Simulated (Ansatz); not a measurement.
What does this script print? It uses the Python package of Ansatz (0.2.0).

`tae_c2h5.py`:
```python
"""Energy to split C2H5 into its atoms."""

from collections import Counter

import ansatz as az


def energy_of(molecule, charge=0, unpaired=0):
    calc = (
        molecule.calculation()
        .basis(gaussian="cc-pVTZ")
        .correlation("MP2")
    )
    if charge:
        calc = calc.charge(charge)
    if unpaired:
        calc = calc.spin("collinear", total=unpaired)
    return calc.run(threads=1).report["free_energy_ev"]


def main() -> None:
    geometry = (
        az.Crystal.molecule()
        .atom("C", [-0.12561, -0.84103, 0.08854])
        .atom("C", [0.09436, 0.60037, -0.10376])
        .atom("H", [-1.11943, -1.24283, 0.10916])
        .atom("H", [0.69299, -1.48947, 0.3306])
        .atom("H", [1.07518, 0.79566, -0.53704])
        .atom("H", [0.05805, 1.14137, 0.85274])
        .atom("H", [-0.67556, 1.03594, -0.74023])
    )

    # Hund ground states
    unpaired = {"C": 2, "H": 1}
    counts = Counter(site.symbol for site in geometry.cartesian_sites)
    atom_energy = {s: energy_of(az.Crystal.molecule().atom(s, (0, 0, 0)), 0, unpaired[s]) for s in counts}
    whole = energy_of(geometry, 0, 1)
    for s, e in atom_energy.items():
        print(f"{s:2s} x{counts[s]}  {e:14.5f} eV")
    print(f"C2H5: {whole:.5f} eV")
    split = sum(counts[s] * e for s, e in atom_energy.items()) - whole
    print(f"atomisation energy (no zero-point term): {23.060548 * split:.1f} kcal/mol, {split / sum(counts.values()):.3f} eV an atom")


if __name__ == "__main__":
    main()
```

```console
$ python tae_c2h5.py
C  x2     -1027.46078 eV
H  x5       -13.60052 eV
C2H5: -2148.56587 eV
atomisation energy (no zero-point term): 591.3 kcal/mol, 3.663 eV an atom
```

591.3 kcal/mol from the electronic energies, without the zero-point term.

Reading the output:
- Total energies depend on the basis set; only differences at equal settings carry meaning.
- The geometry is a force-field or estimated start, not a minimum of this method, and the basis set is short of its limit. All parts are taken at fixed geometry, without zero-point energy.
- The species is open-shell (spin multiplicity 2).
- The whole script took 2.8 s on 1 thread of Intel(R) Xeon(R) Platinum 8259CL CPU @ 2.50GHz (Skylake/Cascade Lake), on a shared host, peak memory 0.24 GiB.

(Lines on the test bed's own set-up are left out of the output.)
